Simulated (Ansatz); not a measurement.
**GaC (quartet): wave-function methods side by side, cc-pVTZ**

How much of the correlation energy of GaC (quartet) does each wave-function method recover here?

Computed with Ansatz 0.2.0, Gaussian basis. Level: cc-pVTZ, core rule «outside noble gas», up to 15 orbitals frozen.

Plan: UHF; CCSD(T) on ROHF; CCSD(T) on UHF; BCCD(T) on ROHF; CISD; CCSDT(Q) on ROHF; CCSDT(Q) on UHF; CASSCF and MRCISD+Q, 7 electrons in 8 orbitals; CASSCF and NEVPT2, 7 electrons in 8 orbitals.

**1. The geometry**

The geometry is a PBE0/def2-TZVP stationary point (not a proven minimum) of the parent state, kept for this charge and spin. No spin-orbit coupling is included. The filled d shell of Ga may be among the frozen orbitals whatever the setting's name suggests; the logs give the count.

2 atoms, charge 0, spin multiplicity 4.

Atoms are counted from 1 here; the program's logs count them from 0.

Bond lengths: C1–Ga2 1.987 Å.

In the tables R marks a restricted open-shell determinant and U an unrestricted one; 'valence' is the active space of 7 electrons in 8 orbitals; correlation energies count from the lowest restricted Hartree-Fock solution.

**2. UHF**

Contents of in.yaml:

```yaml
crystal:
  periodic: [false, false, false]
  atoms:
    - {symbol: C, position_ang: [0.000000, 0.000000, 0.000000]}
    - {symbol: Ga, position_ang: [0.000000, 0.000000, 1.987400]}
basis:
  gaussian: {orbitals: cc-pVTZ}
magnetization: {spin_polarized: true, initial_magnetization: 3}
hamiltonian: {xc: hf}
output: {orbitals: {seedname: orbitals}}
```

Started as:

```
$ ansatz run in.yaml --threads 1 --pin off --events-out ev --progress --plain --max-ram 2393MiB
```

After this run come: CCSD(T) on ROHF; CCSD(T) on UHF; BCCD(T) on ROHF; CISD; CCSDT(Q) on ROHF; CCSDT(Q) on UHF; CASSCF and MRCISD+Q, 7 electrons in 8 orbitals; CASSCF and NEVPT2, 7 electrons in 8 orbitals.

Before running them: what should the planned runs give, taken together? Wanted: correlation energy, UCCSDT(Q); RMP2 from UCCSDT(Q); UMP2 from UCCSDT(Q); RCCSD from UCCSDT(Q); RCCSD(T) from UCCSDT(Q); UCCSD(T) from UCCSDT(Q); RCCSDT(Q) from UCCSDT(Q); NEVPT2 valence from UCCSDT(Q); MRCISD+Q valence from UCCSDT(Q).

**Answer**, as computed:

| quantity | value |
| --- | --- |
| correlation energy, UCCSDT(Q) | -4.5714 eV |
| RMP2 from UCCSDT(Q) | +23.87 kcal/mol |
| UMP2 from UCCSDT(Q) | +23.34 kcal/mol |
| RCCSD from UCCSDT(Q) | +5.76 kcal/mol |
| RCCSD(T) from UCCSDT(Q) | +1.36 kcal/mol |
| UCCSD(T) from UCCSDT(Q) | +1.23 kcal/mol |
| RCCSDT(Q) from UCCSDT(Q) | +0.15 kcal/mol |
| NEVPT2 valence from UCCSDT(Q) | +14.60 kcal/mol |
| MRCISD+Q valence from UCCSDT(Q) | +0.77 kcal/mol |
| levels of the table within 1 kcal/mol (43 meV) | RCCSDT, UCCSDT, RCCSDT(Q), MRCISD+Q valence |
| T1 diagnostic | 0.051 |
| effectively unpaired electrons | 3.05 |

What this shows: RCCSD(T) lands +1.36 kcal/mol from the yardstick (1.3 % of the correlation energy). The occupations are near whole numbers, but T1 = 0.051 shows that the orbitals relax strongly. Of the multireference levels listed MRCISD+Q valence comes nearest in total energy (+0.77 kcal/mol), which doesn't show that its space is the better one. These misses are within one basis, not against nature; the frozen cores of restricted and unrestricted runs differ, which can shift their rows.
